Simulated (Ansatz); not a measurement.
# Ge2P: the cost of one run

The runs use Ansatz 0.2.0, Gaussian basis; cc-pVTZ, core rule «outside noble gas», up to 33 orbitals frozen.

To be run: UHF; CCSD(T) on ROHF; CCSD(T) on UHF; BCCD(T) on ROHF; CCSDT(Q) on ROHF; CCSDT(Q) on UHF; CASSCF and NEVPT2, 12 electrons in 12 orbitals.

2 further runs of the same task are left out: 2 set aside as unsound or not needed.

**1. What is computed**

The geometry is a PBE0/def2-TZVP stationary point (not a proven minimum) of the parent state, kept for this charge and spin. No spin-orbit coupling is included. The filled d shell of Ge may be among the frozen orbitals whatever the setting's name suggests; the logs give the count.

3 atoms, charge 1, spin multiplicity 3.

Atoms are counted from 1 here; the program's logs count them from 0.

Bond lengths: Ge1–P2 2.173 Å, P2–Ge3 2.173 Å. Angles: Ge1–P2–Ge3 117.9°.

**2. UHF**

in.yaml

```yaml
crystal:
  periodic: [false, false, false]
  atoms:
    - {symbol: Ge, position_ang: [0.000000, -0.197066, 1.861801]}
    - {symbol: P, position_ang: [0.000000, 0.924323, 0.000000]}
    - {symbol: Ge, position_ang: [0.000000, -0.197066, -1.861801]}
basis:
  gaussian: {orbitals: cc-pVTZ}
total_charge: 1
magnetization: {spin_polarized: true, initial_magnetization: 2}
hamiltonian: {xc: hf}
output: {orbitals: {seedname: orbitals}}
```

On the command line:

```
$ ansatz run in.yaml --threads 1 --pin off --events-out ev --progress --plain --max-ram 4096MiB --backend cpu
```

**Question.** How long does this run take on 1 thread of AMD EPYC 7R13, shared host, and how much memory does it need?

About 47 s, with a peak of 0.42 GiB.
